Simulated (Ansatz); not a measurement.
# C₃H₆BCl₂N: a ladder of functionals and wavefunction methods

An exercise on one series of results from a longer session: the logs are not shown, and one member is left open.

Program: Ansatz 0.2.0, Gaussian basis. Level of theory: functionals in def2-TZVPP, the program's frozen cores in correlated methods. These are calculated values, not measurements.

Plan: LDA (SPW92), PBE-D4, revPBE-D4, BLYP-D4, r2SCAN-D4, B97M-V, PBE0-D4, B3LYP-D4, r2SCANh-D4, r2SCAN0-D4, HSE06-D4, BHLYP-D4, CAM-B3LYP-D4, LC-ωPBE, ωB97X-V, ωB97M-V, B2PLYP, PBE-QIDH; CCSD(T)/def2-SVP; CCSD(T)/def2-TZVPP; MP2/def2-QZVPP; extrapolation to the limit; RPA on PBE.

**The geometry**

An earlier PBE0-D4 in a triple-zeta def2 set relaxation fixed the geometry.

SMILES `CC#[N+][B-](C)(Cl)Cl`, 13 atoms, charge 0, spin multiplicity 1.

Atoms are counted from 1 here; the program's logs count them from 0.

Bond lengths: C1–C2 1.440 Å, C1–H8 1.091 Å, C1–H9 1.091 Å, C1–H10 1.091 Å, C2–N3 1.139 Å, N3–B4 1.585 Å, B4–C5 1.587 Å, B4–Cl6 1.848 Å, B4–Cl7 1.848 Å, C5–H11 1.094 Å, C5–H12 1.094 Å, C5–H13 1.092 Å. Angles: C2–C1–H8 109.4°, C2–C1–H9 109.4°, C2–C1–H10 109.8°, H8–C1–H9 109.4°, H8–C1–H10 109.4°, H9–C1–H10 109.4°, C1–C2–N3 179.2°, C2–N3–B4 178.8°, N3–B4–C5 108.7°, N3–B4–Cl6 103.5°, N3–B4–Cl7 103.5°, C5–B4–Cl6 113.8°, C5–B4–Cl7 113.8°, Cl6–B4–Cl7 112.4°, B4–C5–H11 112.0°, B4–C5–H12 112.0°, B4–C5–H13 108.7°, H11–C5–H12 108.8° and more.

Set-up of the first run:

Input file in.yaml:

```yaml
crystal:
  periodic: [false, false, false]
  atoms:
    - {symbol: C, position_ang: [0.193710, 0.064939, 2.753008]}
    - {symbol: C, position_ang: [0.214736, 0.169200, 1.317314]}
    - {symbol: N, position_ang: [0.241946, 0.263645, 0.182140]}
    - {symbol: B, position_ang: [0.301338, 0.419330, -1.394323]}
    - {symbol: C, position_ang: [-0.665619, -0.654927, -2.049547]}
    - {symbol: Cl, position_ang: [-0.227348, 2.167287, -1.674574]}
    - {symbol: Cl, position_ang: [2.086951, 0.152158, -1.786307]}
    - {symbol: H, position_ang: [-0.103601, 1.023620, 3.181687]}
    - {symbol: H, position_ang: [1.190126, -0.198527, 3.112117]}
    - {symbol: H, position_ang: [-0.517119, -0.704793, 3.057437]}
    - {symbol: H, position_ang: [-0.364688, -1.677901, -1.806575]}
    - {symbol: H, position_ang: [-1.705148, -0.510926, -1.741792]}
    - {symbol: H, position_ang: [-0.624685, -0.547605, -3.135787]}
basis:
  gaussian: {orbitals: def2-TZVPP}
hamiltonian: {xc: lda}
output: {orbitals: {seedname: orbitals}}
```

Launch:

```sh
$ ansatz run in.yaml --threads 8 --pin off --events-out ev --progress --plain --max-ram 20889MiB
```

Among the steps run: LDA; PBE-D4 (GGA); revPBE-D4 (GGA); BLYP-D4 (GGA); r2SCAN-D4 (meta-GGA); B97M-V (meta-GGA); B3LYP-D4 (hybrid); r2SCANh-D4 (hybrid); r2SCAN0-D4 (hybrid); HSE06-D4 (hybrid); BHLYP-D4 (hybrid); CAM-B3LYP-D4 (range-separated); LC-ωPBE (range-separated); ωB97X-V (range-separated); ωB97M-V (range-separated); B2PLYP (double hybrid); PBE-QIDH (double hybrid).

One table of the session follows, with a row left open; its other results are not shown here.

It belongs to the step «Frontier levels by functional». 

```
  functional  HOMO (eV)  gap (eV)
 LDA (SPW92)      -6.28      3.91
      PBE-D4      -6.15      3.99
   revPBE-D4      -6.10      4.02
     BLYP-D4          ?         ?
   r2SCAN-D4      -6.47      4.53
      B97M-V      -6.57      4.73
     PBE0-D4      -7.50      6.36
    B3LYP-D4      -7.23      5.83
  r2SCANh-D4      -6.97      5.40
  r2SCAN0-D4      -7.71      6.72
    HSE06-D4      -7.10      5.58
    BHLYP-D4      -8.71      8.73
CAM-B3LYP-D4      -8.85      8.86
     LC-ωPBE     -10.27     11.48
     ωB97X-V      -9.90     11.04
     ωB97M-V      -9.74     10.79
```

Estimate the missing values for BLYP-D4.

Worked estimate for «HOMO (eV)». Against the share of exact exchange, B3LYP-D4 (0.2, -7.23), BHLYP-D4 (0.5, -8.71) give a slope of -4.93 per unit share; at 0 the line stands at -6.24.

As computed: HOMO (eV): -5.98; gap (eV): 3.94. In «HOMO (eV)» the line misses by -0.26.
